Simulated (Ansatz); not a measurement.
TaSi: work function with LDA

TaSi, a sheet with vacuum:

```
Ta Si
1.0
     2.73859    0.00000    0.00000
    -1.36929    2.37169    0.00000
     0.00000    0.00000   29.01702
Ta Si
1 1
Direct
  0.00000 0.00000 0.23066
  0.00000 0.00000 0.32074
```

The cell was built by a generator and needn't be a form met in nature.

- Program: Ansatz 0.2.0
- Task: work function
- Functional: LDA
- Potentials or basis: all-electron LAPW, scalar-relativistic
- Cutoff: 271 eV (chosen from the basis error)
- Basis error allowed: 0.002 eV/atom
- k mesh: 11 × 11 × 1
- Occupations: fermi-dirac, width 0.05 eV
- Spin: no spin polarisation
- Boundary across the vacuum: open (a slab, not repeated across the vacuum)

* Largest force: 0.149 eV/Å
* Band gap on the k mesh: none (metal or under the smearing width)
* Work function: 4.67 eV

Forces in eV/Å, atoms in the order of the input:
```
Ta   0.000  0.000  0.149
Si   0.000  0.000 -0.149
```

Levels at points of the mesh, in eV from the Fermi level:
```csv
k point,band 25,band 26,band 27,band 28,band 29,band 30
"(0.00, 0.00, 0.00)",-6.21,-3.39,-0.08,1.02,1.02,3.03
```

It took 20 s on 4 threads of Arm Neoverse V1, with other jobs on the host, peak memory 0.71 GiB.

The run has no spin-orbit coupling, so splittings on Ta are missing.
